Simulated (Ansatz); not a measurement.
# AlH₃OSe (SMILES [AlH2][O][SeH]): single points off equilibrium

A test off equilibrium: a structure displaced at random from a GFN2-xTB minimum is computed at several levels, and each is set against CCSD(T).

Program: Ansatz 0.2.0, Gaussian basis. Level of theory: single points in def2-TZVPP. These are calculated values, not measurements.

Cores are frozen in the correlated methods. Filled d shells of the heavier atoms are correlated.

### Step 1. The system as given

6 atoms, charge 0, spin multiplicity 1.

Atoms are counted from 1 here; the program's logs count them from 0.

Bond lengths: Al1–O2 1.588 Å, Al1–H4 1.579 Å, Al1–H5 1.573 Å, O2–Se3 1.854 Å, Se3–H6 1.475 Å. Angles: O2–Al1–H4 118.3°, O2–Al1–H5 117.8°, H4–Al1–H5 123.8°, Al1–O2–Se3 176.5°, O2–Se3–H6 96.9°.

As a file:

```tsv
atom	x (Å)	y (Å)	z (Å)
Al1	-1.09020	-0.04680	-0.54930
O2	0.23800	-0.20140	0.30690
Se3	1.72550	-0.41680	1.39280
H4	-1.89090	-1.35300	-0.92970
H5	-1.48660	1.39590	-1.03560
H6	2.53780	0.65920	0.79540
```

### Step 2. CCSD(T)/def2-TZVPP

The input, run/in.yaml:

```yaml
crystal:
  periodic: [false, false, false]
  atoms:
    - {symbol: Al, position_ang: [-1.090200, -0.046800, -0.549300]}
    - {symbol: O, position_ang: [0.238000, -0.201400, 0.306900]}
    - {symbol: Se, position_ang: [1.725500, -0.416800, 1.392800]}
    - {symbol: H, position_ang: [-1.890900, -1.353000, -0.929700]}
    - {symbol: H, position_ang: [-1.486600, 1.395900, -1.035600]}
    - {symbol: H, position_ang: [2.537800, 0.659200, 0.795400]}
basis:
  gaussian: {orbitals: def2-TZVPP}
correlation: {method: ccsd_t}
output: {forces: true}
```

The command line of these runs was not kept.

### Step 3. PBE0-D4/def2-TZVPP

Edit run/in.yaml of step 2 so:

```diff
@@ -11,3 +11,3 @@
   gaussian: {orbitals: def2-TZVPP}
-correlation: {method: ccsd_t}
-output: {forces: true}
+hamiltonian: {xc: pbe0, dispersion: d4}
+output: {forces: true, orbitals: {seedname: orbitals}}
```

### Step 4. wB97M-V/def2-TZVPP

Edit run/in.yaml of step 3 so:

```diff
@@ -11,3 +11,3 @@
   gaussian: {orbitals: def2-TZVPP}
-hamiltonian: {xc: pbe0, dispersion: d4}
-output: {forces: true, orbitals: {seedname: orbitals}}
+hamiltonian: {xc: {name: wB97M-V}}
+output: {forces: true}
```

### Step 5. r2SCAN-D4/def2-TZVPP

Edit run/in.yaml of step 4 so:

```diff
@@ -11,3 +11,3 @@
   gaussian: {orbitals: def2-TZVPP}
-hamiltonian: {xc: {name: wB97M-V}}
+hamiltonian: {xc: r2scan, dispersion: d4}
 output: {forces: true}
```

### Step 6. PBE-D4/def2-TZVPP

Edit run/in.yaml of step 5 so:

```diff
@@ -11,3 +11,3 @@
   gaussian: {orbitals: def2-TZVPP}
-hamiltonian: {xc: r2scan, dispersion: d4}
+hamiltonian: {xc: pbe, dispersion: d4}
 output: {forces: true}
```

### Step 7. BLYP-D4/def2-TZVPP

Edit run/in.yaml of step 6 so:

```diff
@@ -11,3 +11,3 @@
   gaussian: {orbitals: def2-TZVPP}
-hamiltonian: {xc: pbe, dispersion: d4}
+hamiltonian: {xc: {name: BLYP}, dispersion: d4}
 output: {forces: true}
```

### Step 8. r2SCAN0-D4/def2-TZVPP

Edit run/in.yaml of step 7 so:

```diff
@@ -11,3 +11,3 @@
   gaussian: {orbitals: def2-TZVPP}
-hamiltonian: {xc: {name: BLYP}, dispersion: d4}
+hamiltonian: {xc: {name: r2SCAN0}, dispersion: d4}
 output: {forces: true}
```

(Steps that only read results are left out.)

Before running it: what results should come out? Wanted: energy less free atoms, CCSD(T)/def2-TZVPP; RMS force component; RMS force error; HOMO and LUMO, PBE0-D4; T1 diagnostic.

**Answer**, as computed:

| quantity | value |
| --- | --- |
| energy less free atoms, CCSD(T)/def2-TZVPP | -367.4 kcal/mol |
| RMS force component | 1.387 to 1.499 eV/Å over the methods |
| RMS force error | PBE0-D4 0.084, wB97M-V 0.040, r2SCAN-D4 0.087, PBE-D4 0.205, BLYP-D4 0.297, r2SCAN0-D4 0.124 eV/Å |
| HOMO and LUMO, PBE0-D4 | -6.78 and -1.83 eV |
| T1 diagnostic | 0.012 |

What this shows: Against CCSD(T) the functionals' energies less atoms differ by -12.8 to -0.3 kcal/mol, PBE-D4 by -12.8 kcal/mol. CCSD(T) in triple zeta still lacks some correlation energy of the bonds, so part of these gaps is its own basis error and they don't rank the functionals. The forces of wB97M-V come nearest to CCSD(T), those of BLYP-D4 are farthest. Frozen-core CCSD(T) forces in triple zeta carry basis errors of their own, and this is one geometry, so small gaps rank nothing.
